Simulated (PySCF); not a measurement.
# A gas-phase reaction: FH2InO2 + H2O → H3InO3 + FH

Aim: the reaction energy of `[OH][In]([OH])[F]` + `O` → `[OH][In]([OH])[OH]` + `F`.

Programs: PySCF 2.14.0. All values are calculated, for the isolated system unless a continuum is named. Atoms count from 0, parts from 1.

## 1. The system as given

Each species was relaxed by itself at PBE0-D3(BJ)/def2-SVPD.

## 2. Reaction energy: wB97M-D3(BJ)/def2-TZVPD

What the job is given:

```
{"job": {"kind": "react", "xc": "wB97M-D3(BJ)", "basis": "def2-TZVPD"}, "charge": 0, "multiplicity": 1}
-1 FH2InO2 charge 0 multiplicity 1
O     -0.156560    -0.105350    -1.978740
In     0.264940     0.222680    -0.070840
O     -0.667740    -0.576030     1.495800
F      1.743280     1.452450     0.326530
H     -0.894560    -0.711620    -2.104730
H     -0.289390    -0.282130     2.331970

-1 H2O charge 0 multiplicity 1
O      0.001280     0.389240    -0.011210
H     -0.763530    -0.192120     0.004590
H      0.762260    -0.197080     0.006600

+1 H3InO3 charge 0 multiplicity 1
O      1.581400    -0.767170    -0.392840
In    -0.180790     0.131490    -0.065220
O     -1.169690     0.048670     1.665670
O     -0.988290     1.168970    -1.556420
H      1.925550    -1.263170     0.356160
H     -0.722760    -0.466790     2.344140
H     -0.445370     1.147970    -2.351500

+1 FH charge 0 multiplicity 1
F      0.457710    -0.007670     0.046130
H     -0.457710     0.007670    -0.046130
```

Level: wB97M-D3(BJ)/def2-TZVPD reaction energy of separated species, gas phase.

Command:

```sh
$ OMP_NUM_THREADS=1 python cluster_run.py task.json out
```

This one command runs all jobs of the session in turn.

The log of the run:

```text
species 1 (FH2InO2)
coarse grid: 28696 points
cycle   1  E = -441.3300657804  dE = -3.261e+01  |g| = 1.775e+00  |ddm| = 4.761e+01
cycle   2  E = -441.6068545479  dE = -2.768e-01  |g| = 1.442e+00  |ddm| = 5.192e+00
cycle   3  E = -441.8762990827  dE = -2.694e-01  |g| = 1.151e-01  |ddm| = 1.479e+00
cycle   4  E = -441.8774549024  dE = -1.156e-03  |g| = 1.083e-01  |ddm| = 1.266e-01
cycle   5  E = -441.8793339401  dE = -1.879e-03  |g| = 9.235e-03  |ddm| = 1.144e-01
cycle   6  E = -441.8794190582  dE = -8.512e-05  |g| = 4.298e-03  |ddm| = 3.780e-02
cycle   7  E = -441.8794275517  dE = -8.494e-06  |g| = 2.839e-03  |ddm| = 1.021e-02
final grid: 58808 points
cycle   8  E = -441.8794188250  dE = -6.834e-07  |g| = 3.819e-03  |ddm| = 5.292e-03
cycle   9  E = -441.8794167737  dE =  2.051e-06  |g| = 5.310e-03  |ddm| = 4.731e-03
cycle  10  E = -441.8794214241  dE = -4.650e-06  |g| = 1.535e-04  |ddm| = 2.818e-03
cycle  11  E = -441.8794214598  dE = -3.574e-08  |g| = 5.922e-05  |ddm| = 7.212e-04
cycle  12  E = -441.8794214616  dE = -1.802e-09  |g| = 3.394e-05  |ddm| = 1.184e-04
cycle  13  E = -441.8794214619  dE = -2.746e-10  |g| = 6.469e-06  |ddm| = 5.452e-05
converged SCF energy = -441.8794214619

species 2 (H2O)
coarse grid: 10128 points
cycle   1  E = -76.4117500627  dE = -7.454e-02  |g| = 5.872e-01  |ddm| = 8.994e-01
cycle   2  E = -76.4087426438  dE =  3.007e-03  |g| = 6.461e-01  |ddm| = 5.038e-01
cycle   3  E = -76.4759337416  dE = -6.719e-02  |g| = 2.731e-02  |ddm| = 2.374e-01
cycle   4  E = -76.4760589451  dE = -1.252e-04  |g| = 5.497e-03  |ddm| = 1.609e-02
cycle   5  E = -76.4760676219  dE = -8.677e-06  |g| = 8.214e-04  |ddm| = 5.831e-03
final grid: 21952 points
cycle   6  E = -76.4760630410  dE = -1.976e-07  |g| = 5.843e-04  |ddm| = 1.373e-03
cycle   7  E = -76.4760630479  dE = -6.844e-09  |g| = 6.466e-04  |ddm| = 6.469e-04
cycle   8  E = -76.4760631115  dE = -6.363e-08  |g| = 3.199e-05  |ddm| = 2.236e-04
cycle   9  E = -76.4760631123  dE = -8.230e-10  |g| = 4.135e-06  |ddm| = 1.105e-04
converged SCF energy = -76.4760631123

species 3 (H3InO3)
coarse grid: 31048 points
cycle   1  E = -417.2156604844  dE = -3.250e+01  |g| = 1.853e+00  |ddm| = 4.763e+01
cycle   2  E = -417.4866605101  dE = -2.710e-01  |g| = 1.581e+00  |ddm| = 5.423e+00
cycle   3  E = -417.8312515813  dE = -3.446e-01  |g| = 1.477e-01  |ddm| = 1.590e+00
cycle   4  E = -417.8332725553  dE = -2.021e-03  |g| = 1.226e-01  |ddm| = 1.647e-01
cycle   5  E = -417.8358474765  dE = -2.575e-03  |g| = 8.880e-03  |ddm| = 1.364e-01
cycle   6  E = -417.8359248198  dE = -7.734e-05  |g| = 4.088e-03  |ddm| = 3.579e-02
cycle   7  E = -417.8359326400  dE = -7.820e-06  |g| = 2.839e-03  |ddm| = 1.131e-02
final grid: 63784 points
cycle   8  E = -417.8359669678  dE =  3.277e-07  |g| = 3.817e-03  |ddm| = 4.762e-03
cycle   9  E = -417.8359647073  dE =  2.260e-06  |g| = 5.388e-03  |ddm| = 5.110e-03
cycle  10  E = -417.8359695249  dE = -4.818e-06  |g| = 1.191e-04  |ddm| = 2.791e-03
cycle  11  E = -417.8359695447  dE = -1.977e-08  |g| = 7.147e-05  |ddm| = 5.764e-04
cycle  12  E = -417.8359695458  dE = -1.170e-09  |g| = 1.732e-05  |ddm| = 8.791e-05
cycle  13  E = -417.8359695459  dE = -7.390e-11  |g| = 2.969e-06  |ddm| = 2.137e-05
converged SCF energy = -417.8359695459

species 4 (FH)
coarse grid: 7776 points
cycle   1  E = -100.4688235026  dE = -9.408e-02  |g| = 4.644e-01  |ddm| = 6.197e-01
cycle   2  E = -100.4725045923  dE = -3.681e-03  |g| = 5.038e-01  |ddm| = 3.808e-01
cycle   3  E = -100.5053186328  dE = -3.281e-02  |g| = 2.574e-02  |ddm| = 1.678e-01
cycle   4  E = -100.5053946103  dE = -7.598e-05  |g| = 5.006e-03  |ddm| = 1.077e-02
cycle   5  E = -100.5053992513  dE = -4.641e-06  |g| = 4.334e-04  |ddm| = 3.766e-03
final grid: 16976 points
cycle   6  E = -100.5053932904  dE = -6.423e-08  |g| = 1.039e-04  |ddm| = 8.212e-04
cycle   7  E = -100.5053932939  dE = -3.460e-09  |g| = 7.707e-05  |ddm| = 2.166e-04
cycle   8  E = -100.5053932947  dE = -7.795e-10  |g| = 2.123e-05  |ddm| = 3.711e-05
converged SCF energy = -100.5053932947

Reaction energy = 8.650 kcal/mol
```

It took 53 s on 1 thread of Arm Neoverse N1, shared host; peak memory 0.7 GiB.

Species by species (with the dispersion term, which the log's SCF energies lack):

```tsv
ν	species	energy (Eh)	HOMO (eV)
-1	[OH][In]([OH])[F]	-441.88258	-11.68
-1	O	-76.47682	-11.72
+1	[OH][In]([OH])[OH]	-417.83997	-11.30
+1	F	-100.50563	-14.54
```

## 3. Reaction energy: PBE0-D3(BJ)/def2-TZVPD

Same as in step 2 but for these lines:

```diff
@@ -1,2 +1,2 @@
-{"job": {"kind": "react", "xc": "wB97M-D3(BJ)", "basis": "def2-TZVPD"}, "charge": 0, "multiplicity": 1}
+{"job": {"kind": "react", "xc": "PBE0", "basis": "def2-TZVPD", "disp": "d3bj"}, "charge": 0, "multiplicity": 1}
 -1 FH2InO2 charge 0 multiplicity 1
```

Method: PBE0-D3(BJ)/def2-TZVPD reaction energy of separated species, gas phase.

The log of the run:

```text
species 1 (FH2InO2)
coarse grid: 28696 points
cycle   1  E = -440.8644199939  dE = -3.223e+01  |g| = 1.964e+00  |ddm| = 4.768e+01
cycle   2  E = -440.8123071669  dE =  5.211e-02  |g| = 2.268e+00  |ddm| = 6.423e+00
cycle   3  E = -441.5436143284  dE = -7.313e-01  |g| = 1.492e-01  |ddm| = 2.176e+00
cycle   4  E = -441.5400807999  dE =  3.534e-03  |g| = 2.090e-01  |ddm| = 3.017e-01
cycle   5  E = -441.5478664914  dE = -7.786e-03  |g| = 1.396e-02  |ddm| = 2.018e-01
cycle   6  E = -441.5478868702  dE = -2.038e-05  |g| = 8.498e-03  |ddm| = 1.445e-02
cycle   7  E = -441.5478990612  dE = -1.219e-05  |g| = 1.164e-03  |ddm| = 6.354e-03
cycle   8  E = -441.5478993228  dE = -2.616e-07  |g| = 4.325e-04  |ddm| = 1.478e-03
final grid: 58808 points
cycle   9  E = -441.5478841989  dE = -6.399e-07  |g| = 9.209e-04  |ddm| = 1.616e-03
cycle  10  E = -441.5478836800  dE =  5.189e-07  |g| = 1.920e-03  |ddm| = 1.892e-03
cycle  11  E = -441.5478843514  dE = -6.714e-07  |g| = 5.766e-05  |ddm| = 1.286e-03
cycle  12  E = -441.5478843515  dE = -1.289e-10  |g| = 4.932e-05  |ddm| = 6.497e-05
cycle  13  E = -441.5478843519  dE = -4.225e-10  |g| = 9.832e-06  |ddm| = 4.447e-05
converged SCF energy = -441.5478843519

species 2 (H2O)
coarse grid: 2328 points
cycle   1  E = -76.3044329006  dE = -5.302e-03  |g| = 6.571e-01  |ddm| = 9.011e-01
cycle   2  E = -76.1882114939  dE =  1.162e-01  |g| = 1.036e+00  |ddm| = 7.256e-01
cycle   3  E = -76.3820335042  dE = -1.938e-01  |g| = 3.132e-02  |ddm| = 4.396e-01
cycle   4  E = -76.3822158071  dE = -1.823e-04  |g| = 5.864e-03  |ddm| = 1.606e-02
cycle   5  E = -76.3822209462  dE = -5.139e-06  |g| = 7.850e-04  |ddm| = 2.507e-03
final grid: 21952 points
cycle   6  E = -76.3808944607  dE = -1.509e-05  |g| = 3.444e-03  |ddm| = 9.316e-03
cycle   7  E = -76.3808925003  dE =  1.960e-06  |g| = 4.746e-03  |ddm| = 3.317e-03
cycle   8  E = -76.3808962070  dE = -3.707e-06  |g| = 2.520e-04  |ddm| = 1.962e-03
cycle   9  E = -76.3808962176  dE = -1.063e-08  |g| = 2.400e-05  |ddm| = 1.101e-04
cycle  10  E = -76.3808962178  dE = -1.120e-10  |g| = 3.290e-06  |ddm| = 1.515e-05
converged SCF energy = -76.3808962178

species 3 (H3InO3)
coarse grid: 31048 points
cycle   1  E = -416.7480163317  dE = -3.212e+01  |g| = 2.052e+00  |ddm| = 4.770e+01
cycle   2  E = -416.5291866575  dE =  2.188e-01  |g| = 2.552e+00  |ddm| = 6.780e+00
cycle   3  E = -417.5095329402  dE = -9.803e-01  |g| = 2.428e-01  |ddm| = 2.406e+00
cycle   4  E = -417.5101884396  dE = -6.555e-04  |g| = 2.413e-01  |ddm| = 4.144e-01
cycle   5  E = -417.5204258649  dE = -1.024e-02  |g| = 9.019e-03  |ddm| = 2.423e-01
cycle   6  E = -417.5204289055  dE = -3.041e-06  |g| = 8.199e-03  |ddm| = 1.157e-02
cycle   7  E = -417.5204409919  dE = -1.209e-05  |g| = 1.987e-03  |ddm| = 6.920e-03
cycle   8  E = -417.5204417352  dE = -7.433e-07  |g| = 2.820e-04  |ddm| = 1.831e-03
final grid: 63784 points
cycle   9  E = -417.5204726322  dE = -1.890e-07  |g| = 3.775e-04  |ddm| = 1.906e-03
cycle  10  E = -417.5204725740  dE =  5.818e-08  |g| = 6.814e-04  |ddm| = 7.325e-04
cycle  11  E = -417.5204726564  dE = -8.244e-08  |g| = 5.629e-05  |ddm| = 4.985e-04
cycle  12  E = -417.5204726569  dE = -4.500e-10  |g| = 2.185e-05  |ddm| = 5.188e-05
converged SCF energy = -417.5204726569

species 4 (FH)
coarse grid: 1712 points
cycle   1  E = -100.3540323731  dE = -3.605e-02  |g| = 4.957e-01  |ddm| = 6.253e-01
cycle   2  E = -100.3145170836  dE =  3.952e-02  |g| = 7.429e-01  |ddm| = 5.125e-01
cycle   3  E = -100.3937519367  dE = -7.923e-02  |g| = 2.284e-02  |ddm| = 2.892e-01
cycle   4  E = -100.3938275071  dE = -7.557e-05  |g| = 4.204e-03  |ddm| = 9.787e-03
cycle   5  E = -100.3938294905  dE = -1.983e-06  |g| = 3.553e-04  |ddm| = 1.247e-03
final grid: 16976 points
cycle   6  E = -100.3948394498  dE = -1.849e-05  |g| = 3.960e-03  |ddm| = 7.423e-03
cycle   7  E = -100.3948375646  dE =  1.885e-06  |g| = 5.443e-03  |ddm| = 3.322e-03
cycle   8  E = -100.3948415715  dE = -4.007e-06  |g| = 1.004e-04  |ddm| = 1.993e-03
cycle   9  E = -100.3948415728  dE = -1.307e-09  |g| = 1.789e-05  |ddm| = 3.962e-05
cycle  10  E = -100.3948415729  dE = -4.799e-11  |g| = 3.041e-06  |ddm| = 1.029e-05
converged SCF energy = -100.3948415729

Reaction energy = 8.185 kcal/mol
```

Wall time 27 s (1 thread of Arm Neoverse N1, shared host); peak memory 0.63 GiB.

Reaction energy at this level: 8.18 kcal/mol.

## 4. Comparing the runs

Energies in kcal/mol, with wall time:

```tsv
run	reaction	time
wB97M-D3(BJ)/def2-TZVPD	8.65	53 s
PBE0-D3(BJ)/def2-TZVPD	8.18	27 s
```

## 5. What came out

| quantity | value |
| --- | --- |
| reaction energy (wB97M-D3(BJ)/def2-TZVPD) | 8.65 kcal/mol |
| ΔH, ΔG at 298 K (xTB thermal terms) | +8.0, +8.2 kcal/mol |
| range of the reaction energy over the runs of this table | 8.18 to 8.65 kcal/mol |

The reaction is endothermic by 8.0 kcal/mol in the gas phase; dispersion gives -0.21, and xTB itself gave 20.80 for the electronic energy (xTB energies and thermal terms come from the earlier relaxation of each species, not shown). No barrier was sought. xTB and this level differ widely in the electronic energy, so what comes from xTB (the thermal terms above all) is less safe here. The reaction energy runs from 8.18 (PBE0-D3(BJ)/def2-TZVPD) to 8.65 kcal/mol (wB97M-D3(BJ)/def2-TZVPD).
